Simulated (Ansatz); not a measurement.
# LiAs (triplet): wave-function methods side by side at distance As1–Li2 = 8.159 Å, cc-pVDZ

An exercise on one series of results from a longer session: the logs are not shown, and one member is left open.

Method: cc-pVDZ, core rule «outside noble gas», up to 15 orbitals frozen; program: Ansatz 0.2.0, Gaussian basis.

To be run: UHF; CCSD(T) on ROHF; CCSD(T) on UHF; BCCD(T) on ROHF; CCSDT(Q) on ROHF; CCSDT(Q) on UHF; Full CI.

70 further runs of the same task are left out: 47 for a known fault of the program, 1 for a mislabelled method, 18 that didn't finish, 4 set aside as unsound or not needed.

### What is computed

The geometry derives from a PBE0/def2-TZVP stationary point (not a proven minimum). One bond is set to the value named and the two fragments are kept rigid. No spin-orbit coupling is included. The filled d shell of As may be among the frozen orbitals whatever the setting's name suggests; the logs give the count.

2 atoms, charge 0, spin multiplicity 3.

Atoms are counted from 1 here; the program's logs count them from 0.

No contacts short enough for the rule that draws bonds.

Coordinates:

```xyz
2
charge 0, multiplicity 3
As    0.0000    0.0000    0.0000
Li    0.0000    0.0000    8.1590
```

Set-up of the first run:

Input file in.yaml:

```yaml
crystal:
  periodic: [false, false, false]
  atoms:
    - {symbol: As, position_ang: [0.000000, 0.000000, 0.000000]}
    - {symbol: Li, position_ang: [0.000000, 0.000000, 8.159000]}
basis:
  gaussian: {orbitals: cc-pVDZ}
magnetization: {spin_polarized: true, initial_magnetization: 2}
hamiltonian: {xc: hf}
output: {orbitals: {seedname: orbitals}}
```

The run is started by

```bash
$ ansatz run in.yaml --threads 1 --pin off --events-out ev --progress --plain --max-ram 2393MiB
```

Among the steps run: UHF; CCSD(T) on ROHF; CCSD(T) on UHF; BCCD(T) on ROHF; CCSDT(Q) on ROHF; CCSDT(Q) on UHF; Full CI.

One table of the session follows, with a row left open; its other results are not shown here.

| method | from FCI (kcal/mol) |
| --- | --- |
| UHF | +43.79 |
| RMP2 | +30.16 |
| UMP2 | +9.45 |
| RCCSD | +0.57 |
| UCCSD | +0.17 |
| RCCSD(T) | -0.26 |
| UCCSD(T) | -0.28 |
| BCCD(T) | +0.10 |
| RCCSDT | -0.02 |
| UCCSDT | ? |
| RCCSDT(Q) | -0.12 |
| UCCSDT(Q) | -0.44 |
| FCI | 0 |

**Question.** Estimate the row for UCCSDT.

**Answer.** from FCI (kcal/mol): -0.40. In the column «from FCI (kcal/mol)» it lies between UCCSDT(Q) (-0.44) and UCCSD(T) (-0.28).

Left out of the table: ROHF (another determinant or state than the rows shown).

To keep in mind: The determinant is far from a pure spin state, so its energy mixes those of several spin states (harmless only where they are near-degenerate, as at dissociation). The report flags that the cluster equations may have other roots. The program flags RCCSD(T), BCCD(T), RCCSDT(Q) as in doubt, so those rows may rest on another solution; read them beside their warnings. RCCSD(T), UCCSD(T), UCCSDT, RCCSDT(Q), UCCSDT(Q) fall below full CI: unrestricted runs freeze a spin-polarised core, another one than full CI's, and coupled cluster isn't variational. Levels on UHF freeze UHF's core orbitals, full CI those of ROHF, so the U rows can settle a little off it for that reason alone. Restricted and unrestricted rows rest on different reference determinants; where their highest levels disagree by more than a few hundredths of an eV, they describe different states and don't form one ladder.
